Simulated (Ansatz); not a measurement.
# SiTe5: the cost of one run

Computed with Ansatz 0.2.0 (DFT PBE, scalar-relativistic, plane waves, PAW, unless a step's input says otherwise).

### Step 1. The system as given

It takes space group P6/mmm (No. 191, hexagonal). Conventional cell: a = 4.670 Å, b = 4.670 Å, c = 10.088 Å, α = 90.00°, β = 90.00°, γ = 120.00°. Around Si (site symmetry 6/mmm) lie 12 Te at 4.48 Å. Te (site symmetry 3m) has 7 Te at 2.70 to 3.07 Å as nearest neighbours. Around Te (site symmetry 6/mmm) lie 12 Te at 3.07 Å.

As a file:

```cif
data_structure
_symmetry_space_group_name_H-M 'P 1'
_symmetry_Int_Tables_number 1
_cell_length_a 4.6699
_cell_length_b 4.6699
_cell_length_c 10.0884
_cell_angle_alpha 90.000
_cell_angle_beta 90.000
_cell_angle_gamma 120.000
_cell_volume 190.53
loop_
_atom_site_label
_atom_site_type_symbol
_atom_site_fract_x
_atom_site_fract_y
_atom_site_fract_z
_atom_site_occupancy
Si1 Si 0.00000 0.00000 0.50000 1
Te1 Te 0.33333 0.66667 0.14514 1
Te2 Te 0.66667 0.33333 0.14514 1
Te3 Te 0.66667 0.33333 0.85486 1
Te4 Te 0.33333 0.66667 0.85486 1
Te5 Te 0.00000 0.00000 0.00000 1
```

A structure generator made this guess: random cell by space group and Wyckoff sites (P6/mmm, No. 191). Lengths come from tabulated atomic sizes and are only a guess.

### Step 2. A first look at the guess

The input, input.yaml:

```yaml
crystal:
  lattice:
    - [4.66991985, 0.0, 0.0]
    - [-2.33495992, 4.04426922, 0.0]
    - [0.0, 0.0, 10.08835422]
  atoms:
    - { symbol: Si, position: [0.0, 0.0, 0.5] }
    - { symbol: Te, position: [0.33333333, 0.66666667, 0.14514294] }
    - { symbol: Te, position: [0.66666667, 0.33333333, 0.14514294] }
    - { symbol: Te, position: [0.66666667, 0.33333333, 0.85485706] }
    - { symbol: Te, position: [0.33333333, 0.66666667, 0.85485706] }
    - { symbol: Te, position: [0.0, 0.0, 0.0] }
basis:
  ecutwfc: 420
kpoints:
  mp_grid: { grid: [6, 6, 2] }
hamiltonian:
  xc: pbe
scf:
  occupations: { method: gaussian, width: 0.1 }
  lower_state_search: "off"
output:
  forces: true
  stress: true
  eigenvalues: true
```

Started as:

```console
$ ansatz run input.yaml --threads 1 --pin off --max-ram 2560MiB --backend cpu --events-out ev --progress --plain --runs-dir out
```

What time and memory should one allow on 1 thread of Arm Neoverse V2, shared host?

About 8.4 s, with a peak of 0.44 GiB.
